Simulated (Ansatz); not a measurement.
# ClH3Sn: the cost of one run

Computed with Ansatz 0.2.0, Gaussian basis. Level: PBE0-D4/def2-TZVP structures, single points in def2-TZVPP, no counterpoise correction.

Levels: SPW92, PBE-D4, BLYP-D4, r2SCAN-D4, B97M-V, PBE0-D4, B3LYP-D4, r2SCAN0-D4, BHLYP-D4, CAM-B3LYP-D4, wB97X-V, wB97M-V, B2PLYP, PBE-QIDH, RPA on PBE, Hartree-Fock, MP2, CCSD, CCSD(T).

Cores are frozen in the correlated methods. Filled d shells of the heavier atoms are correlated. Core potentials replace the inner electrons past krypton, and spin-orbit coupling is left out. B3LYP uses VWN-RPA correlation. B2PLYP carries no dispersion term here.

88 further runs of the same task are left out: 88 set aside as unsound or not needed.

## 1. Starting geometry

The complex: 7 atoms, charge 0, spin multiplicity 1.

Atoms are counted from 1 here; the program's logs count them from 0.

Bond lengths: Sn1–H3 1.694 Å, Sn1–H4 1.694 Å, Sn1–H5 1.700 Å, Sn1–Cl7 2.367 Å, F2–H6 0.934 Å. Angles: H3–Sn1–H4 114.9°, H3–Sn1–H5 113.2°, H3–Sn1–Cl7 105.3°, H4–Sn1–H5 113.2°, H4–Sn1–Cl7 105.3°, H5–Sn1–Cl7 103.5°.

As a file:

```mol
ClFH4Sn
  3D, bonds by distance, orders not assigned

  7  5  0  0  0  0  0  0  0  0999 V2000
   -0.8679    0.2086   -0.4522 Sn  0  0
    1.6018   -1.1860    1.3552 F   0  0
   -0.5753   -1.3108   -1.1423 H   0  0
   -1.4056    0.1721    1.1540 H   0  0
   -1.7943    1.2296   -1.4467 H   0  0
    1.7983   -0.3895    0.9097 H   0  0
    1.2431    1.2758   -0.3778 Cl  0  0
  1  3  8  0
  1  4  8  0
  1  5  8  0
  1  7  8  0
  2  6  8  0
M  END
```

Its parts: SnH3Cl holds atoms 1, 3, 4, 5, 7; HF holds atoms 2, 6. Each part counts its atoms afresh in its own runs.

## 2. Relaxing SnH3Cl alone

relax-a/in.yaml reads:

```yaml
crystal:
  periodic: [false, false, false]
  atoms:
    - {symbol: Sn, position_ang: [-0.867865, 0.208616, -0.452151]}
    - {symbol: H, position_ang: [-0.575304, -1.310767, -1.142264]}
    - {symbol: H, position_ang: [-1.405633, 0.172084, 1.153994]}
    - {symbol: H, position_ang: [-1.794298, 1.229571, -1.446653]}
    - {symbol: Cl, position_ang: [1.243113, 1.275804, -0.377806]}
basis:
  gaussian: {orbitals: def2-TZVP}
hamiltonian: {xc: pbe0, dispersion: d4}
relax: {f_tol: 0.005, max_steps: 200}
```

On the command line:

```bash
ansatz run in.yaml --threads 4 --pin off --events-out ev --progress --plain --max-ram 9574MiB
```

**Question.** How long does this run take on 4 threads of Arm Neoverse V1, shared host?

About 4.2 s.
